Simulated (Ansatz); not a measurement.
A nudged elastic band was laid between two geometries of a periodic cell of 17 atoms, Si (host Si, host structure diamond, interstitial Si).

Computed with DFT PBE, scalar-relativistic, plane waves, PAW (Ansatz 0.2.0). Settings: PAW set soft_1, cutoff 420 eV, k mesh 2x2x2, gaussian smearing 0.02 eV, no spin polarisation.

```json
{
  "movable images": "3",
  "climbing image": "yes",
  "spring": "5.0 eV/Å²",
  "optimiser": "quadratic models (default)",
  "start path": "IDPP",
  "force threshold": "0.05 eV/Å",
  "iteration limit": "60",
  "end points": "relaxed"
}
```

Initial state:

```xyz
17
Lattice="0.0000 5.4300 5.4300 5.4300 0.0000 5.4300 5.4300 5.4300 0.0000" Properties=species:S:1:pos:R:3
Si 0.005 -0.005 -0.005
Si 1.324 1.357 1.359
Si 2.692 2.738 -0.023
Si 4.072 4.106 1.356
Si 2.687 -0.028 2.743
Si 4.071 1.356 4.106
Si 5.451 2.736 2.736
Si 6.781 4.069 4.075
Si 0.005 2.720 2.720
Si 1.359 4.073 4.072
Si 2.711 5.426 2.719
Si 4.073 6.788 4.039
Si 2.710 2.719 5.426
Si 4.071 4.039 6.789
Si 5.452 5.408 5.408
Si 6.821 6.788 6.787
Si 4.066 6.783 6.790
```

Final state:

Only the atoms that move by more than 0.05 Å are listed.
```
Si17 2.712 8.142 8.147
```

What changes between the two ends?

Contacts lost: Si15–Si17. Contacts made: Si10–Si17. The atom that moves furthest is Si17, by 2.35 Å.

Give the energies along the band, and the barrier.

The calculation hadn't finished when its time ran out. The highest image is number 2 of 0 to 4, 0.30 eV above the ends, which have the same energy within 2 meV. The band didn't meet its force threshold, so its energies are provisional: the largest band force was still 0.09 eV/Å, and over the last iterations the top stayed at 0.31 eV. Limits of this set-up: coarse k mesh.

```
image  path coordinate (Å)  energy (eV)  Si15–Si17 (Å)  Si10–Si17 (Å)
    0                 0.00         0.00           2.39           4.70
    1                 0.76         0.20           2.52           4.01
    2                 1.52         0.30           3.13           3.14
    3                 2.28         0.20           4.02           2.53
    4                 3.04         0.00           4.70           2.39
```

The run took 37 min on 1 thread of AMD EPYC 7R43 64-Core Processor (Zen 3) (shared host), peak memory 0.82 GiB.
